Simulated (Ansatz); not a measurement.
# CH7GaSn: how energies converge with the basis set

Aim: see how fast density functionals converge with the basis set for CH7GaSn.

Method: one geometry, several basis sets; program: Ansatz 0.2.0, Gaussian basis.

The runs, in order: PBE0-D4/def2-SVP; ωB97M-V/def2-SVP; PBE0-D4/def2-QZVPP; ωB97M-V/def2-QZVPP; the functionals' def2-TZVPP values are taken from earlier runs.

**1. Structure used throughout**

The geometry comes from an earlier relaxation with PBE0-D4 in a triple-zeta def2 set; it is a stationary point, not always the lowest conformer. Sn takes the def2 core potential; no spin-orbit term is included.

SMILES `[CH3][GaH][SnH3]`, 10 atoms, charge 0, spin multiplicity 1.

Atoms are counted from 1 here; the program's logs count them from 0.

Bond lengths: C1–Ga2 1.969 Å, C1–H4 1.092 Å, C1–H5 1.091 Å, C1–H6 1.096 Å, Ga2–Sn3 2.625 Å, Ga2–H7 1.578 Å, Sn3–H8 1.713 Å, Sn3–H9 1.714 Å, Sn3–H10 1.713 Å. Angles: Ga2–C1–H4 111.6°, Ga2–C1–H5 112.2°, Ga2–C1–H6 108.2°, H4–C1–H5 109.6°, H4–C1–H6 107.5°, H5–C1–H6 107.6°, C1–Ga2–Sn3 121.4°, C1–Ga2–H7 120.0°, Sn3–Ga2–H7 118.6°, Ga2–Sn3–H8 112.2°, Ga2–Sn3–H9 111.7°, Ga2–Sn3–H10 113.3°, H8–Sn3–H9 106.1°, H8–Sn3–H10 106.6°, H9–Sn3–H10 106.5°.

Coordinates:

```xyz
10

C    -1.5324    0.9429   -0.9198
Ga    0.3773    0.6946   -0.5084
Sn    1.1965   -1.2351    1.0717
H    -1.6766    1.3789   -1.9101
H    -2.0936    0.0107   -0.8460
H    -1.9527    1.6415   -0.1880
H     1.4480    1.6901   -1.1019
H     2.4235   -2.1877    0.3489
H     1.8642   -0.6219    2.5263
H    -0.0543   -2.3138    1.5272
```

**2. PBE0-D4 in def2-SVP**

in.yaml

```yaml
crystal:
  periodic: [false, false, false]
  atoms:
    - {symbol: C, position_ang: [-1.532400, 0.942855, -0.919826]}
    - {symbol: Ga, position_ang: [0.377331, 0.694606, -0.508369]}
    - {symbol: Sn, position_ang: [1.196519, -1.235105, 1.071743]}
    - {symbol: H, position_ang: [-1.676630, 1.378865, -1.910068]}
    - {symbol: H, position_ang: [-2.093551, 0.010669, -0.845992]}
    - {symbol: H, position_ang: [-1.952710, 1.641497, -0.188024]}
    - {symbol: H, position_ang: [1.447992, 1.690074, -1.101865]}
    - {symbol: H, position_ang: [2.423518, -2.187733, 0.348950]}
    - {symbol: H, position_ang: [1.864244, -0.621925, 2.526278]}
    - {symbol: H, position_ang: [-0.054324, -2.313793, 1.527164]}
basis:
  gaussian: {orbitals: def2-SVP}
hamiltonian: {xc: pbe0, dispersion: d4}
output: {orbitals: {seedname: orbitals}}
```

The run is started by

```
> ansatz run in.yaml --threads 4 --pin off --events-out ev --progress --plain --max-ram 10444MiB
```

The runs that follow: ωB97M-V in def2-SVP; PBE0-D4 in def2-QZVPP; ωB97M-V in def2-QZVPP.

Q: Predict the results of all the runs planned. Wanted: PBE0-D4: double and triple zeta above quadruple; ωB97M-V: double and triple zeta above quadruple.

**Answer**, as computed:

| quantity | value |
| --- | --- |
| PBE0-D4: double and triple zeta above quadruple | 9.53, 1.30 eV |
| ωB97M-V: double and triple zeta above quadruple | 9.64, 1.27 eV |

What this shows: For PBE0-D4 the step from double to triple zeta gains 8.23 eV and the next only 1.30 eV. Total energies overstate the basis error of differences, where much of it tends to cancel.
